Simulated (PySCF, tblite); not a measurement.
**C₆H₁₀N radical: geometry, infrared bands and EPR parameters**

Aim: predict the infrared bands and EPR parameters of C₆H₁₀N radical (`C/C=N/C1C[CH]C1`).

Programs: tblite 0.8.0 and PySCF 2.14.0, with density-fitted response routines of our own. Each step states its level of theory. These are calculated values for one molecule in the gas phase, unless marked as measured. Atoms count from 0, in the outputs and in this text.

## Step 1: The starting structure

17 atoms, charge 0, multiplicity 2; geometry from: force field or distance geometry start.

Bonds of the start (Å): C0–C1 1.50, C1–N2 1.26, N2–C3 1.43, C3–C4 1.53, C4–C5 1.52, C5–C6 1.52, C6–C3 1.53, C0–H7 1.12, C0–H8 1.10, C0–H9 1.11, C1–H10 1.11, C3–H11 1.10, C4–H12 1.12, C4–H13 1.09, C5–H14 1.12, C6–H15 1.10, C6–H16 1.11.

## Step 2: Relaxing the molecule with GFN2-xTB

What the job is given:

```
{"job": {"kind": "relax", "xc": "GFN2-xTB", "basis": "xTB"}, "charge": 0, "multiplicity": 2}
C      2.841500     0.018600    -0.008000
C      1.462900    -0.518100    -0.231100
N      0.492400     0.289200    -0.273100
C     -0.814900    -0.245800    -0.490900
C     -1.473100    -0.549700     0.856000
C     -1.885300     0.912000     0.854900
C     -1.922600     0.792600    -0.656700
H      2.969000     0.075700     1.105400
H      2.954200     1.017000    -0.446200
H      3.533800    -0.707200    -0.474400
H      1.290600    -1.607500    -0.333700
H     -0.911200    -1.037100    -1.247400
H     -2.342900    -1.239000     0.736100
H     -0.787600    -0.781500     1.675900
H     -0.983900     1.522800     1.135100
H     -1.562900     1.699700    -1.160500
H     -2.867000     0.370300    -1.051100
```

Launch:

```sh
$ OMP_NUM_THREADS=1 python probes_run.py task.json out
```

This one command runs all jobs of the session in turn.

**Question.** This job is followed by: GFN2-xTB harmonic vibrations, gas phase; UKS B3LYP, pcH-1 on C H N, non-relativistic, mean-field spin-orbit, GIAO. Predict these results of the whole session: strongest single infrared mode (GFN2-xTB); zero-point energy (GFN2-xTB); g(iso) (B3LYP); ⟨S²⟩; largest a(iso) (averaged by class); potential on the surface of density 0.002 e/bohr³, 1st and 99th percentile.

**Answer**, as computed:

```
                                                                  quantity                      value
                                 strongest single infrared mode (GFN2-xTB)      2812 cm⁻¹, 141 km/mol
                                              zero-point energy (GFN2-xTB)              88.4 kcal/mol
                                                            g(iso) (B3LYP)                    2.00268
                                                                      ⟨S²⟩         0.754 (exact 0.75)
                                        largest a(iso) (averaged by class)  1H on H13, H15, 133.2 MHz
potential on the surface of density 0.002 e/bohr³, 1st and 99th percentile         -1.59 V and 0.76 V
```

**Reading.** The optimisation took 152 steps and gained 0.935 eV; among the close pairs (by a distance rule), C5–H14 changed most, from 1.124 to 1.070 Å. No mode is imaginary among the 45: a minimum at this level. The strongest single mode, at 2812 cm⁻¹, moves mainly H11. GFN2-xTB is a fitted tight-binding method: band positions and strengths are rough. Its intensities can rank the bands wrongly. Most of the unpaired spin sits on C5 (1.02 e). The isotropic g lies 0.4 ppt above the free-electron value. The conformer search found further structures of the same energy, which may be mirror or relabelled copies of this one.
